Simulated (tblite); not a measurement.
# C5H9F3SeSi: the cost of one run

The runs use tblite 0.8.0 and PySCF 2.14.0, with density-fitted response routines of our own; the level of theory stands in each step. All values are computed, except where a source is named. Atoms count from 0, in the outputs and in this text.

**1. The molecule as given**

19 atoms, charge 0, multiplicity 1; geometry from: force field or distance geometry start.

Bonds of the start (Å): F0–C1 1.37, C1–F2 1.40, C1–F3 1.40, C1–C4 1.53, C4–Se5 1.94, Se5–C6 1.90, C6–C7 1.33, C7–C8 1.50, C8–Si9 1.90, C4–H10 1.13, C4–H11 1.11, C6–H12 1.11, C7–H13 1.08, C8–H14 1.10, C8–H15 1.10, Si9–H16 1.47, Si9–H17 1.47, Si9–H18 1.47.

**2. Geometry optimisation with GFN2-xTB**

Job settings and geometry (Å):

```
{"job": {"kind": "relax", "xc": "GFN2-xTB", "basis": "xTB"}, "charge": 0, "multiplicity": 1}
F      2.592400     0.788800    -1.316500
C      3.532600     0.523700    -0.350900
F      3.867400     1.681200     0.359800
F      4.703400     0.026600    -0.931900
C      2.983300    -0.437600     0.701400
Se     1.427900     0.389500     1.516900
C     -0.201700    -0.387000     0.938800
C     -0.997900     0.178500     0.029800
C     -2.241800    -0.594500    -0.296400
Si    -3.784400     0.437400     0.095800
H      2.743600    -1.429800     0.228300
H      3.764400    -0.556100     1.479600
H     -0.493200    -1.347100     1.402500
H     -0.748400     1.120000    -0.442500
H     -2.357700    -1.504500     0.319000
H     -2.310200    -0.881200    -1.355300
H     -4.932200    -0.410600    -0.243200
H     -3.798600     0.710900     1.542500
H     -3.758700     1.701100    -0.654900
```

Launch:

```console
$ OMP_NUM_THREADS=1 python probes_run.py task.json out
```

The driver reads the jobs from task.json and runs them one after another.

Q: Estimate the wall time and peak memory of this first job on 1 thread of Arm Neoverse N1, shared host.

About 2.7 s, with a peak of 0.18 GiB.
